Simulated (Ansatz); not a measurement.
**GaSe3: properties of a relaxed candidate**

Aim: for this structure of GaSe3, compute bands, density of states and charges.

Computed with Ansatz 0.2.0 (DFT PBE, scalar-relativistic, plane waves, PAW, unless a step's input says otherwise).

## (1) The system as given

It takes space group Im-3m (No. 229, cubic). Conventional cell: a = 5.610 Å, b = 5.610 Å, c = 5.610 Å, α = 90.00°, β = 90.00°, γ = 90.00°. Ga (site symmetry m-3m) is surrounded by 6 Se at 2.80 Å. Se (site symmetry 4/mmm) has 2 Ga at 2.80 Å and 4 Se at 2.80 Å in its first shell of neighbours.

Coordinates:

```
CELL_PARAMETERS angstrom
-2.80485 2.80485 2.80485
2.80485 -2.80485 2.80485
2.80485 2.80485 -2.80485
ATOMIC_POSITIONS crystal
Ga 0.00000 0.00000 0.00000
Se 0.00000 0.50000 0.50000
Se 0.50000 0.00000 0.50000
Se 0.50000 0.50000 0.00000
```

The cell was relaxed beforehand at this level, from a generated guess; it needn't be the stable form of this composition. At a tolerance of 0.05 Å it has space group Im-3m (No. 229); it has 22.07 Å³/atom, an uncorrected energy of -0.07 eV/atom over the elements.

## (2) Static run: bands, density of states and charges

File input.yaml:

```yaml
crystal:
  lattice:
    - [-2.8048539603, 2.8048539603, 2.8048539603]
    - [2.8048539603, -2.8048539603, 2.8048539603]
    - [2.8048539603, 2.8048539603, -2.8048539603]
  atoms:
    - { symbol: Ga, position: [0.0, 0.0, 0.0] }
    - { symbol: Se, position: [0.0, 0.5, 0.5] }
    - { symbol: Se, position: [0.5, 0.0, 0.5] }
    - { symbol: Se, position: [0.5, 0.5, 0.0] }
basis:
  ecutwfc: 420
kpoints:
  mp_grid: { grid: [12, 12, 12] }
  band_path:
    path:
      - [[0.0, 0.0, 0.0], [0.5, -0.5, 0.5], [0.0, 0.0, 0.5], [0.0, 0.0, 0.0], [0.25, 0.25, 0.25], [0.5, -0.5, 0.5]]
      - [[0.25, 0.25, 0.25], [0.0, 0.0, 0.5]]
    npoints: 14
hamiltonian:
  xc: pbe
scf:
  occupations: { method: gaussian, width: 0.1 }
  n_extra_bands: 10
output:
  forces: true
  stress: true
  eigenvalues: true
  populations: true
  dos: { projected: true, de: 0.02, nscf_kmesh: { grid: [15, 15, 15] } }
  bader: true
  write_density: true
  write_potential: true
  elf: true
  volumetric_format: npy
```

Run with:

```bash
$ ansatz run input.yaml --threads 1 --pin off --max-ram 2560MiB --backend cpu --events-out ev --progress --plain --runs-dir out
```

What does the calculation give? Wanted: gap; states at the Fermi level; Bader charges.

**Answer**, as computed:

```
                 quantity                 value
                      gap          none (metal)
states at the Fermi level  1.31 per eV per cell
            Bader charges  Ga +0.71, Se -0.24 e
```

In words: There is no gap at this level. Of the projected weight within 0.25 eV of the Fermi level, the largest part is Se 4p (70 %). Bader charges reach 0.7 e, so charge transfer in this metal is moderate. The final runs have no spin polarisation, so a magnetic state may lie lower.
